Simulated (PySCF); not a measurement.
# Cl3HSi (Trichlorosilane): the cost of one run

The runs use PySCF 2.14.0, with density-fitted response routines of our own; the level of theory stands in each step. All values are computed, except where a source is named. Atoms are numbered from 0 throughout.

### 1 The molecule as given

5 atoms, charge 0, multiplicity 1; geometry from: GFN2-xTB.

Bonds of the start (Å): Cl0–Si1 2.01, Si1–Cl2 2.01, Si1–Cl3 2.01, Si1–H4 1.45.

### 2 Relaxing the molecule at PBE0-D3(BJ)/def2-SVP

The job: settings as JSON, then the geometry in Å.

```
{"job": {"xc": "PBE0", "basis": "def2-SVP", "d3": "d3bj", "grid": 1, "kind": "geom"}, "charge": 0, "multiplicity": 1}
Cl    -0.933520     1.654230    -0.551360
Si     0.007640     0.002890     0.102230
Cl    -0.990870    -1.634110    -0.501560
Cl     1.877720    -0.038600    -0.635420
H      0.056280     0.021300     1.551730
```

Command:

```console
OMP_NUM_THREADS=1 python probes_run.py task.json out
```

The driver reads the jobs from task.json and runs them one after another.

Q: Estimate the wall time and peak memory of this first job on 1 thread of Arm Neoverse V1, shared host.

About 8.1 s, with a peak of 0.32 GiB.
